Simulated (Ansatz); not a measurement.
# C2H6FNOSi: basis-set convergence

One table from this session's results is given with a row withheld; the runs are named, their logs left out.

Program: Ansatz 0.2.0, Gaussian basis. Level of theory: one geometry, several basis sets. These are calculated values, not measurements.

The runs, in order: PBE0-D4/def2-SVP; ωB97M-V/def2-SVP; PBE0-D4/def2-QZVPP; ωB97M-V/def2-QZVPP; the functionals' def2-TZVPP values are taken from earlier runs.

## The geometry

The geometry comes from an earlier relaxation with PBE0-D4 in a triple-zeta def2 set; it is a stationary point, not always the lowest conformer.

SMILES `N[C@]1(O)[SiH2][C@H]1F`, 12 atoms, charge 0, spin multiplicity 1.

Atoms are counted from 1 here; the program's logs count them from 0.

Bond lengths: N1–C2 1.413 Å, N1–H7 1.016 Å, N1–H8 1.011 Å, C2–O3 1.401 Å, C2–Si4 1.885 Å, C2–C5 1.538 Å, O3–H9 0.965 Å, Si4–C5 1.878 Å, Si4–H10 1.476 Å, Si4–H11 1.478 Å, C5–F6 1.379 Å, C5–H12 1.087 Å. Angles: C2–N1–H7 111.7°, C2–N1–H8 111.8°, H7–N1–H8 109.0°, N1–C2–O3 117.5°, N1–C2–Si4 117.7°, N1–C2–C5 112.9°, O3–C2–Si4 118.0°, O3–C2–C5 113.9°, Si4–C2–C5 65.7°, C2–O3–H9 108.1°, C2–Si4–C5 48.2°, C2–Si4–H10 116.2°, C2–Si4–H11 122.9°, C5–Si4–H10 115.3°, C5–Si4–H11 119.6°, H10–Si4–H11 116.7°, C2–C5–Si4 66.1°, C2–C5–F6 114.3° and more.

Set-up of the first run:

in.yaml reads:

```yaml
crystal:
  periodic: [false, false, false]
  atoms:
    - {symbol: N, position_ang: [1.072330, -0.304368, -1.221979]}
    - {symbol: C, position_ang: [0.423645, -0.202289, 0.029305]}
    - {symbol: O, position_ang: [1.210532, -0.340984, 1.179529]}
    - {symbol: Si, position_ang: [-1.383758, -0.728060, 0.123748]}
    - {symbol: C, position_ang: [-0.573824, 0.966329, 0.092651]}
    - {symbol: F, position_ang: [-0.485271, 1.725706, 1.240476]}
    - {symbol: H, position_ang: [1.840641, 0.355342, -1.301823]}
    - {symbol: H, position_ang: [1.420989, -1.238248, -1.389186]}
    - {symbol: H, position_ang: [1.155773, 0.481442, 1.681598]}
    - {symbol: H, position_ang: [-1.865748, -1.172657, 1.446236]}
    - {symbol: H, position_ang: [-2.148211, -1.192539, -1.053133]}
    - {symbol: H, position_ang: [-0.589997, 1.595126, -0.793425]}
basis:
  gaussian: {orbitals: def2-SVP}
hamiltonian: {xc: pbe0, dispersion: d4}
output: {orbitals: {seedname: orbitals}}
```

Steps of the session up to this table: PBE0-D4 in def2-SVP; ωB97M-V in def2-SVP; PBE0-D4 in def2-QZVPP; ωB97M-V in def2-QZVPP.

One table of the session follows, with a row left open; its other results are not shown here.

It belongs to the step «Functionals by basis». 

| functional | basis | HOMO (eV) | LUMO (eV) |
| --- | --- | --- | --- |
| PBE0-D4 | def2-SVP | -6.65 | 0.33 |
| PBE0-D4 | def2-TZVPP | -6.79 | -0.11 |
| PBE0-D4 | def2-QZVPP | -6.83 | -0.25 |
| ωB97M-V | def2-SVP | -8.81 | 2.24 |
| ωB97M-V | def2-TZVPP | -8.97 | 1.56 |
| ωB97M-V | def2-QZVPP | ? | ? |

Estimate the missing values for ωB97M-V, def2-QZVPP.

The run gave: HOMO (eV): -9.02; LUMO (eV): 1.21. In the column «HOMO (eV)» it is the lowest.
